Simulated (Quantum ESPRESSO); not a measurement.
MoS2: relaxation of the atoms with LDA

Sheet: MoS2, a sheet with vacuum.

```
CELL_PARAMETERS angstrom
3.16100 0.00000 0.00000
-1.58050 2.68276 0.00000
0.00000 0.00000 21.13000
ATOMIC_POSITIONS crystal
S 0.66667 0.33333 0.42593
Mo 0.33333 0.66667 0.50000
S 0.66667 0.33333 0.57407
```

The cell was built by a generator and needn't be a form met in nature.

```yaml
Program: Quantum ESPRESSO 7.5
Task: relaxation of the atoms
Functional: LDA
Potentials_or_basis: PseudoDojo 0.4.1 SR LDA standard
Cutoff: 1088 eV
Density_cutoff: 4354 eV
k_mesh: 10 × 10 × 1
Occupations: gaussian, width 0.02 eV
Spin: no spin polarisation
Form_of_the_LDA_correlation: PW92
Mixing_beta: 0.5
Most_SCF_iterations: 120
SCF_threshold: 6e-10 Ry
Most_ionic_steps: 40
Forc_conv_thr: 0.0004 Ry/bohr
Etot_conv_thr: 1e-05 Ry
Ion_dynamics: bfgs
```

```
Energy gained by relaxing    : 1.7 meV/atom
Ionic steps                  : 4
Largest force after relaxing : 0.010 eV/Å
Band gap on the k mesh       : 2.00 eV, indirect (least direct gap 2.03 eV)
```

Forces on the atoms (eV/Å):
```
S    0.000 -0.005  0.002
Mo   0.000  0.010  0.000
S    0.000 -0.005 -0.002
```

Step by step:
| step | energy change (eV) | largest force (eV/Å) |
| --- | --- | --- |
| 1 | 0.0000 | 0.3013 |
| 2 | -0.0033 | 0.1802 |
| 3 | -0.0048 | 0.0470 |
| 4 | -0.0050 | 0.0102 |

Final structure:
```xyz
3
Lattice="3.1610 0.0000 0.0000 -1.5805 2.6828 0.0000 0.0000 0.0000 21.1300" Properties=species:S:1:pos:R:3 pbc="T T T"
S     1.5805    0.8967    9.0151
Mo    0.0000    1.7836   10.5650
S     1.5805    0.8967   12.1149
```

Levels at points of the mesh, in eV from the valence-band top:
| k point | band 10 | band 11 | band 12 | band 13 | band 14 | band 15 | band 16 | band 17 |
| --- | --- | --- | --- | --- | --- | --- | --- | --- |
| (0.00, 0.00, 0.00) | -1.78 | -1.47 | -1.33 | 0.00 | 2.96 | 3.06 | 3.21 | 3.39 |
| (0.00, -0.50, 0.00) | -3.31 | -1.77 | -0.92 | -0.49 | 2.52 | 3.04 | 4.00 | 4.57 |
| (-0.50, 0.00, 0.00) | -3.09 | -1.84 | -0.72 | -0.60 | 2.48 | 3.02 | 4.07 | 4.65 |

Wall time 12 min on 1 thread of Intel(R) Xeon(R) Platinum 8375C CPU @ 2.90GHz (Ice Lake), on a shared host, peak memory 0.28 GiB.

LDA gaps usually lie below the measured ones, often by a third to a half.
